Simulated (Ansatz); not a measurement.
Working through a convergence test of the k-point mesh of EuGe2, space group P-3m1

With Ansatz 0.2.0, Python API.

Interactive session:
```pycon
>>> import ansatz as az
>>> lattice = az.Lattice.of(
...     (4.358252, 0.0, 0.0),
...     (-2.179126, 3.774357, 0.0),
...     (0.0, 0.0, 4.290627),
... )
>>> sites = [
...     ("Eu", (0.0, 0.0, 0.0)),
...     ("Ge", (2 / 3, 1 / 3, 0.515733)),
...     ("Ge", (1 / 3, 2 / 3, 0.484267)),
... ]
>>> euge2 = az.Crystal(lattice=lattice)
>>> for symbol, position in sites:
...     euge2 = euge2.atom(symbol, position)
...
>>> euge2 = euge2.moments(Eu=9.1)
>>> setup = (
...     euge2.calculation()
...     .pseudopotentials("paw")
...     .functional(az.Functional.PBESOL)
...     .spin("collinear")  # spin-polarised run
...     .basis(35 * az.Ry)
...     .occupations("fermi_dirac", width=150 * az.meV)  # fractional filling near the Fermi level
...     .stress()
... )
>>> rows = []
>>> for value in [1.0, 0.6, 0.4, 0.3]:
...     summary = setup.kpoints(spacing=value).run(threads=1, pin="off").report
...     rows.append((value, summary["free_energy_ev"] / len(summary["lattice"]["sites"]), summary["n_iterations"], sum(summary["stress_gpa"][i][i] for i in range(3)) / 3, summary["magnetization_mub"], summary["n_kpoints"]))
...
DeckWarning: where an SCF of this run starts from atoms to list the orders of its open shells, Eu (site 0, from 0) starts with 6.32 μB on its 4f shell and 0.68 μB on its 5d shell, in the place of the 9.10 μB that the deck gives it: its open shells can hold no more by Hund's first rule. To start from spheres of the given moment, type scf.initial_density.shell_occupations: []
>>> print("spacing (1/A)   F/atom (eV)    iterations       P (GPa)  moment (muB)      k-points")
spacing (1/A)   F/atom (eV)    iterations       P (GPa)  moment (muB)      k-points
>>> for row in rows:
...     print(f"{str(row[0]):>12s}  {row[1]:12.5f}  {row[2]:12d}  {row[3]:12.3f}  {row[4]:12.3f}  {row[5]:12d}")
...
         1.0   -5724.51045            12        -1.282         6.890             4
         0.6   -5724.49602            11        -2.788         6.750             7
         0.4   -5724.42952            12        -2.210         6.823            17
         0.3   -5724.41377            12        -2.191         6.868            27
>>> # differences from the last row
>>> for row in rows[:-1]:
...     shift = 1000 * (row[1] - rows[-1][1])
...     print(f"{row[0]}: {shift:+.2f} meV/atom" + ("  (within 1 meV)" if abs(shift) < 1 else ""))
...
1.0: -96.68 meV/atom
0.6: -82.25 meV/atom
0.4: -15.75 meV/atom
```

What to keep in mind:
- Open f shells: without a Hubbard U, without spin-orbit coupling; the state reached hangs on the start and needn't be the lowest.
- The overall sign of a collinear moment is arbitrary, and semilocal functionals can give small moments to compounds that are paramagnetic.
- The smearing is wide enough that free energy and stress hold a thermal part of the electrons.
- Pressure is positive in compression.
- This cell is a computed structure, which may not be the phase found in nature.
- Warnings are shown shortened and without file and line.
- Shifts are counted from the finest mesh, which is itself no proven limit.
- Finished in 28 s on 1 thread of Arm Neoverse V2, with other jobs on the host, peak memory 0.53 GiB.
